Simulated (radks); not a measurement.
**The Coulomb parameter U of the 5d shell of Ta⁺**

Aim: U as the second difference [E(n + 0.25) + E(n − 0.25) − 2E(n)]/0.25², with all orbitals relaxed. Bare: the atom's charge changes with n. Screened: the 6s shell takes up the change. The start is a model configuration, not necessarily the ground state.

Program: radks (a radial shooting solver on a logarithmic mesh, Libxc functionals) version 1. Level of theory: scalar-relativistic Kohn-Sham, PBE, spin-unpolarised, spherical densities, finite nucleus. These are calculated values, not measurements, unless marked.

### 1 What is computed

```
element            : tantalum (Z = 73)
charge             : +1
electrons          : 72
configuration      : [Xe] 4f14 5d3 6s1
nuclear rms radius : 5.3507 fm
```

The outer shells:

Ta⁺
```
[Xe] core
4f [↑↓][↑↓][↑↓][↑↓][↑↓][↑↓][↑↓]
5d [↑ ][↑ ][↑ ][  ][  ]
6s [↑ ]
```

In the logs a row gives level, spin channel, occupation and eigenvalue; Etot, Ekin, Encl (electron-nucleus), Eh (Hartree) and Exc are energies, all in hartree; err is the last residual, it the number of iterations.

### 2 Start: [Xe] 4f14 5d3 6s1

Settings of this run:

```text
Z 73
configuration [Xe] 4f14 5d3 6s1
relativity scalar-relativistic
functional pbe,pbe
spin unpolarised
nucleus finite rms 5.3507 fm
c 137.035999084
```

Run with:

```bash
python run_ks.py task.json out
```

The same process makes all the runs of this session.

The log of the run:

```text
1s      1   2.0000       -2475.21101909
2s      1   2.0000        -425.51123897
2p      1   6.0000        -373.00848330
3s      1   2.0000         -97.68281980
3p      1   6.0000         -82.05950781
3d      1  10.0000         -63.80644192
4s      1   2.0000         -20.12585247
4p      1   6.0000         -14.99933118
4d      1  10.0000          -8.43054859
4f      1  14.0000          -1.17272041
5s      1   2.0000          -2.94635329
5p      1   6.0000          -1.71343542
5d      1   3.0000          -0.38541642
6s      1   1.0000          -0.42691647
Etot -15601.97334469567
Ekin 17136.405347001688
Encl -38508.53960928622
Eh 6085.041566793644
Exc -314.88064920477973
err 1.1044222721790365e-09
it 17
```

Wall time 0.18 s (1 thread of Intel Xeon Platinum 8488C, shared host); peak memory 0.24 GiB.

5d is the highest filled level (-10.488 eV).

Radial moments (bohr):

| level | occupation | energy (eV) | <r> | outermost maximum (interpolated) | 90 % within | nodes |
| --- | --- | --- | --- | --- | --- | --- |
| 4s | 2 | -547.65 | 0.4588 | 0.429 | 0.659 | 3 |
| 4p | 6 | -408.15 | 0.4877 | 0.450 | 0.709 | 2 |
| 4d | 10 | -229.41 | 0.5231 | 0.461 | 0.785 | 1 |
| 5s | 2 | -80.174 | 1.101 | 0.989 | 1.58 | 4 |
| 5p | 6 | -46.625 | 1.294 | 1.12 | 1.90 | 3 |
| 4f | 14 | -31.911 | 0.6394 | 0.441 | 1.07 | 0 |
| 6s | 1 | -11.617 | 3.072 | 2.67 | 4.48 | 5 |
| 5d | 3 | -10.488 | 2.103 | 1.57 | 3.35 | 2 |

Radial density 4πr²ρ:

| r (bohr) | 4πr²ρ (e/bohr) |
| --- | --- |
| 0.000799 | 5.096 |
| 0.00126 | 10.31 |
| 0.00199 | 20.05 |
| 0.00314 | 36.63 |
| 0.00495 | 60.72 |
| 0.00781 | 86.64 |
| 0.0123 | 99.62 |
| 0.0194 | 91.69 |
| 0.0307 | 93.86 |
| 0.0484 | 128.3 |
| 0.0763 | 119.8 |
| 0.120 | 107.3 |
| 0.190 | 112.2 |
| 0.300 | 61.21 |
| 0.473 | 70.84 |
| 0.746 | 29.18 |
| 1.18 | 13.36 |
| 1.86 | 4.176 |
| 2.93 | 1.113 |
| 4.62 | 0.1812 |

### 3 Bare +0.25: [Xe] 4f14 5d3.25 6s1

Settings of this run:

```text
Z 73
configuration [Xe] 4f14 5d3.25 6s1
relativity scalar-relativistic
functional pbe,pbe
spin unpolarised
nucleus finite rms 5.3507 fm
c 137.035999084
```

The log of the run:

```text
1s      1   2.0000       -2475.11984803
2s      1   2.0000        -425.41964732
2p      1   6.0000        -372.91689785
3s      1   2.0000         -97.59153024
3p      1   6.0000         -81.96821683
3d      1  10.0000         -63.71508577
4s      1   2.0000         -20.03452348
4p      1   6.0000         -14.90796430
4d      1  10.0000          -8.33911633
4f      1  14.0000          -1.08134283
5s      1   2.0000          -2.85521680
5p      1   6.0000          -1.62369338
5d      1   3.2500          -0.30568967
6s      1   1.0000          -0.36051166
Etot -15602.059642610267
Ekin 17136.477265006164
Encl -38515.167825197335
Eh 6091.584174798116
Exc -314.9532572172129
err 1.1696850180069413e-08
it 16
```

It took 0.17 s on 1 thread of Intel Xeon Platinum 8488C, shared host; peak memory 0.24 GiB.

Energy against step 2 (start: [Xe] 4f14 5d3 6s1): -2.348 eV. Highest occupied level: 5d at -8.318 eV.

### 4 Bare -0.25: [Xe] 4f14 5d2.75 6s1

Settings of this run:

```text
Z 73
configuration [Xe] 4f14 5d2.75 6s1
relativity scalar-relativistic
functional pbe,pbe
spin unpolarised
nucleus finite rms 5.3507 fm
c 137.035999084
```

The log of the run:

```text
1s      1   2.0000       -2475.30773541
2s      1   2.0000        -425.60842007
2p      1   6.0000        -373.10566085
3s      1   2.0000         -97.77959660
3p      1   6.0000         -82.15628676
3d      1  10.0000         -63.90330277
4s      1   2.0000         -20.22265563
4p      1   6.0000         -15.09617778
4d      1  10.0000          -8.52746843
4f      1  14.0000          -1.26954975
5s      1   2.0000          -3.04278667
5p      1   6.0000          -1.80819844
5d      1   2.7500          -0.46948345
6s      1   1.0000          -0.49630425
Etot -15601.866569616117
Ekin 17136.314058015367
Encl -38501.50937262115
Eh 6078.131062004774
Exc -314.80231701510866
err 1.3827059106682886e-08
it 16
```

Run time: 0.18 s. Hardware: 1 thread of Intel Xeon Platinum 8488C, shared host; peak memory 0.24 GiB.

Energy against step 2 (start: [Xe] 4f14 5d3 6s1): +2.905 eV. The top filled level is 5d, -12.775 eV.

### 5 Screened +0.25: [Xe] 4f14 5d3.25 6s0.75

Settings of this run:

```text
Z 73
configuration [Xe] 4f14 5d3.25 6s0.75
relativity scalar-relativistic
functional pbe,pbe
spin unpolarised
nucleus finite rms 5.3507 fm
c 137.035999084
```

The log of the run:

```text
1s      1   2.0000       -2475.18982878
2s      1   2.0000        -425.48909859
2p      1   6.0000        -372.98636753
3s      1   2.0000         -97.66099531
3p      1   6.0000         -82.03768315
3d      1  10.0000         -63.78452261
4s      1   2.0000         -20.10400858
4p      1   6.0000         -14.97743891
4d      1  10.0000          -8.40855523
4f      1  14.0000          -1.15074421
5s      1   2.0000          -2.92461260
5p      1   6.0000          -1.69323235
5d      1   3.2500          -0.37162787
6s      1   0.7500          -0.41895168
Etot -15601.962274572164
Ekin 17136.368578608395
Encl -38510.0025623431
Eh 6086.581459995731
Exc -314.9097508331903
err 1.0078907630765752e-09
it 17
```

It took 0.19 s on 1 thread of Intel Xeon Platinum 8488C, shared host; peak memory 0.24 GiB.

Energy against step 2 (start: [Xe] 4f14 5d3 6s1): +0.301 eV. Highest occupied level: 5d at -10.113 eV.

### 6 Screened -0.25: [Xe] 4f14 5d2.75 6s1.25

Settings of this run:

```text
Z 73
configuration [Xe] 4f14 5d2.75 6s1.25
relativity scalar-relativistic
functional pbe,pbe
spin unpolarised
nucleus finite rms 5.3507 fm
c 137.035999084
```

The log of the run:

```text
1s      1   2.0000       -2475.23298361
2s      1   2.0000        -425.53418710
2p      1   6.0000        -373.03140724
3s      1   2.0000         -97.70541634
3p      1   6.0000         -82.08210474
3d      1  10.0000         -63.82914024
4s      1   2.0000         -20.14846075
4p      1   6.0000         -15.02198958
4d      1  10.0000          -8.45331109
4f      1  14.0000          -1.19545300
5s      1   2.0000          -2.96878722
5p      1   6.0000          -1.73425323
5d      1   2.7500          -0.39966781
6s      1   1.2500          -0.43507889
Etot -15601.982926445533
Ekin 17136.44152845275
Encl -38507.02348261481
Eh 6083.4499209334435
Exc -314.85089321691714
err 3.4274878770336263e-09
it 17
```

It took 0.19 s on 1 thread of Intel Xeon Platinum 8488C, shared host; peak memory 0.24 GiB.

Energy against step 2 (start: [Xe] 4f14 5d3 6s1): -0.261 eV. Highest occupied level: 5d at -10.876 eV.

### 7 Results

| quantity | value (eV) |
| --- | --- |
| U, bare | 8.915 |
| U, screened by 6s | 0.648 |
| F0(5d,5d), frozen orbitals | 11.789 |

Relaxing the orbitals brings U down to 76 % of the Slater integral F0. Letting 6s compensate leaves 7 % of the bare value; this second difference measures U(5d,5d) + U(6s,6s) − 2U(5d,6s). A solid screens further than the bare atom, so the bare value is an upper guide for the U of a crystal.
